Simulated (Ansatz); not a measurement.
# KSbH3+: a short trajectory

Aim: follow the atoms for 60 steps of 0.25 fs at constant energy, with velocities drawn for 700 K.

Computed with Ansatz 0.2.0, Gaussian basis. Level: PBE0-D4/def2-SVP.

## 1. Where the work starts

The start, a pair relaxed at PBE0-D4: SMILES `[K+].[SbH3]`, 5 atoms, charge 1, spin multiplicity 1.

Atoms are counted from 1 here; the program's logs count them from 0.

Bond lengths: Sb2–H3 1.691 Å, Sb2–H4 1.691 Å, Sb2–H5 1.691 Å. Angles: H3–Sb2–H4 95.4°, H3–Sb2–H5 95.4°, H4–Sb2–H5 95.5°.

Geometry (Å):

```
K    -0.1307    0.2117   -3.4400
Sb    0.0066   -0.0111    0.2029
H     0.6091   -1.3906    0.9723
H    -1.3916    0.1011    1.1465
H     0.9067    1.0889    1.1183
```

## 2. Dynamics

md/in.yaml

```yaml
crystal:
  periodic: [false, false, false]
  atoms:
    - {symbol: K, position_ang: [-0.130696, 0.211690, -3.440010]}
    - {symbol: Sb, position_ang: [0.006607, -0.011073, 0.202943]}
    - {symbol: H, position_ang: [0.609068, -1.390639, 0.972297]}
    - {symbol: H, position_ang: [-1.391634, 0.101088, 1.146481]}
    - {symbol: H, position_ang: [0.906654, 1.088933, 1.118289]}
basis:
  gaussian: {orbitals: def2-SVP}
total_charge: 1
hamiltonian: {xc: pbe0, dispersion: d4}
md: {n_steps: 60, timestep: 0.25, temperature: 700, ensemble: nve, seed: 933, initial_velocities: maxwell_boltzmann}
```

On the command line:

```sh
ansatz run in.yaml --threads 2 --pin off --events-out ev --progress --plain --max-ram 5222MiB
```

Q: Predict the outcome of this session. Wanted: temperature at the start; mean temperature, second half; lowest and highest potential energy, from the first frame; largest change of potential + kinetic.

As calculated:

```
                                                 quantity              value
                                                   length  60 steps, 15.0 fs
                                 temperature at the start              700 K
                            mean temperature, second half              438 K
lowest and highest potential energy, from the first frame      0 and 118 meV
                    largest change of potential + kinetic            0.1 meV
```

In words: With no thermostat the total energy should stay fixed; it holds within 0.1 meV, small beside the kinetic energy, so the time step serves. The temperature runs between 397 and 700 K. The bonding pattern stays as it was.
